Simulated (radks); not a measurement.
# N with its nuclear charge varied continuously

What is the energy between the elements? 7 electrons are held in [He] 2s2 2p3 while Z is changed in small steps.

Method: scalar-relativistic Kohn-Sham, PBE, spin-polarised, spherical densities, finite nucleus; open shells are filled with parallel spins first. Code: radks (a radial shooting solver on a logarithmic mesh, Libxc functionals) version 1.

## Step 1: The system

* element: nitrogen (Z = 7)
* charge: 0
* electrons: 7
* configuration: [He] 2s2 2p3
* nuclear rms radius: 2.5582 fm

The outer shells:

N
```
[He] core
2s [↑↓]
2p [↑ ][↑ ][↑ ]
```

## Step 2: Z = 7

The run's settings:

```text
Z 7
configuration [He] 2s2 2p3
relativity scalar-relativistic
functional pbe,pbe
spin polarised
nucleus finite rms 2.5582 fm
c 137.035999084
```

## Step 3: Z = 6.75

Input: that of step 2 with these lines changed.

```diff
@@ -1,2 +1,2 @@
-Z 7
+Z 6.75
 configuration [He] 2s2 2p3
```

## Step 4: Z = 7.25

Input: that of step 3 with these lines changed.

```diff
@@ -1,2 +1,2 @@
-Z 6.75
+Z 7.25
 configuration [He] 2s2 2p3
```

## Step 5: Z = 7.5

Input: that of step 4 with these lines changed.

```diff
@@ -1,2 +1,2 @@
-Z 7.25
+Z 7.5
 configuration [He] 2s2 2p3
```

## Step 6: Z = 7.75

Input: that of step 5 with these lines changed.

```diff
@@ -1,2 +1,2 @@
-Z 7.5
+Z 7.75
 configuration [He] 2s2 2p3
```

## Step 7: Z = 8

Input: that of step 6 with these lines changed.

```diff
@@ -1,2 +1,2 @@
-Z 7.75
+Z 8
 configuration [He] 2s2 2p3
```

Before running it: what results should come out? Wanted: for each run, Z; E; E(electron-nucleus)/Z; highest level; its energy; <r>.

As calculated:

```
   Z  E (hartree)  E(electron-nucleus)/Z (hartree)  highest level  its energy (eV)  <r> (bohr)
6.75    -50.08413                         -17.5223          2p up           -4.953       1.570
   7    -54.56778                         -18.3452          2p up           -8.299       1.435
7.25    -59.25699                         -19.1666          2p up          -12.126       1.324
 7.5    -64.15143                         -19.9869          2p up          -16.418       1.232
7.75    -69.25088                         -20.8065          2p up          -21.165       1.154
   8    -74.55520                         -21.6257          2p up          -26.362       1.085
```

What this shows: At Z = 7 the central difference of E is -18.346 hartree, against -18.345 from the Hellmann-Feynman theorem; the scalar-relativistic energy here is not variational, so the two differ by a part that grows with Z. The top level goes from -4.953 eV at Z = 6.75 to -26.362 eV at Z = 8.
